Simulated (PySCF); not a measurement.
# C6H16AlAs: the cost of one run

The runs use PySCF 2.14.0, with density-fitted response routines of our own; the level of theory stands in each step. All values are computed, except where a source is named. Atoms count from 0, in the outputs and in this text.

## Step 1: The starting structure

24 atoms, charge 0, multiplicity 1; geometry from: GFN2-xTB. The atoms were then displaced at random by about 0.01 Å, so the start is not that level's minimum.

Bonds of the start (Å): C0–C1 1.35, C1–C2 1.49, C1–Al3 1.97, Al3–As4 2.66, As4–C5 1.98, C5–C6 1.52, C5–C7 1.51, C0–H8 1.04, C0–H9 1.11, C2–H10 1.11, C2–H11 1.10, C2–H12 1.10, Al3–H13 1.59, Al3–H14 1.61, As4–H15 1.48, As4–H16 1.50, C5–H17 1.10, C6–H18 1.10, C6–H19 1.07, C6–H20 1.10, C7–H21 1.11, C7–H22 1.11, C7–H23 1.11.

## Step 2: Optimising the geometry at PBE0-D3(BJ)/def2-SVP

Job settings and geometry (Å):

```
{"job": {"xc": "PBE0", "basis": "def2-SVP", "d3": "d3bj", "grid": 1, "shake": 0.01, "kind": "geom"}, "charge": 0, "multiplicity": 1}
C      2.756120    -1.385270    -0.093440
C      2.860620    -0.134800     0.410600
C      4.174250     0.574990     0.355150
Al     1.129220     0.386650     1.184610
As    -0.483330    -0.006510    -0.894310
C     -2.232940    -0.297990    -0.006720
C     -2.433600     0.815670     1.008090
C     -3.369100    -0.391410    -0.998830
H      3.531190    -1.924010    -0.540700
H      1.763470    -1.865790    -0.023280
H      4.589790     0.667340     1.381200
H      4.922720     0.044390    -0.248240
H      4.037290     1.596150    -0.036970
H      0.649490     1.872110     1.464510
H      0.305020    -0.753150     1.963670
H     -0.632630    -1.033620    -1.942450
H     -0.952600     1.064260    -1.840400
H     -2.151040    -1.247170     0.545880
H     -3.364090     0.659280     1.576400
H     -1.624780     0.858260     1.711660
H     -2.523030     1.781130     0.486780
H     -3.209910    -1.225990    -1.716650
H     -3.477520     0.547780    -1.571590
H     -4.328880    -0.582690    -0.479560
```

Launch:

```
$ OMP_NUM_THREADS=1 python probes_run.py task.json out
```

One launch serves the whole session: the jobs run in the order shown.

**Question.** How long does this first job take on 1 thread of Arm Neoverse N1, shared host, and how much memory does it need?

About 15 min, with a peak of 0.95 GiB.
